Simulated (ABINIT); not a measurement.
Crystal: CuF.

```xyz
2
Lattice="2.4710 0.0000 0.0000 0.0000 2.4710 0.0000 0.0000 0.0000 3.4165" Properties=species:S:1:pos:R:3 pbc="T T T"
Cu    0.0000    0.0000    0.0000
F     1.2355    1.2355    1.7083
```

The cell was built by a generator and needn't be a form met in nature.

- Program: ABINIT 10.8.3 (patched build)
- Task: single point
- Functional: PBE
- Potentials or basis: JTH PAW PBE v2.0
- Cutoff: 707 eV
- k mesh: 11 × 11 × 8
- Occupations: fermi-dirac, width 0.05 eV
- Spin: no spin polarisation

On this cell: pressure 3.8 GPa; largest force under 0.003 eV/Å; band gap on the k mesh none (metal or under the smearing width).

The same run follows on a disturbed copy (atoms moved at random, drawn with an rms of 0.05 Å):

```
Cu F
1.0
     2.47101    0.00000    0.00000
     0.00000    2.47101    0.00000
     0.00000    0.00000    3.41650
Cu F
1 1
Direct
  0.00168 0.00618 0.98578
  0.51059 0.50266 0.50954
```

**Question.** What does the disturbed cell give?

**Answer.** The energy (extrapolated to zero smearing) moves by +0.2 meV/atom; pressure 4.2 GPa; largest force 0.028 eV/Å; band gap on the k mesh none (metal or under the smearing width).

Forces in eV/Å, atoms in the order of the input:
```
Cu  -0.019  0.006  0.020
F    0.019 -0.006 -0.020
```

Stress tensor (GPa, compression positive):
```
 11.69   0.00   0.03
  0.00  11.67  -0.01
  0.03  -0.01 -10.83
```

Caveats: the run has no spin polarisation, though such a crystal can be magnetic; semilocal functionals often make such compounds metallic where correlation or magnetic order opens a gap, which also shifts bond lengths.
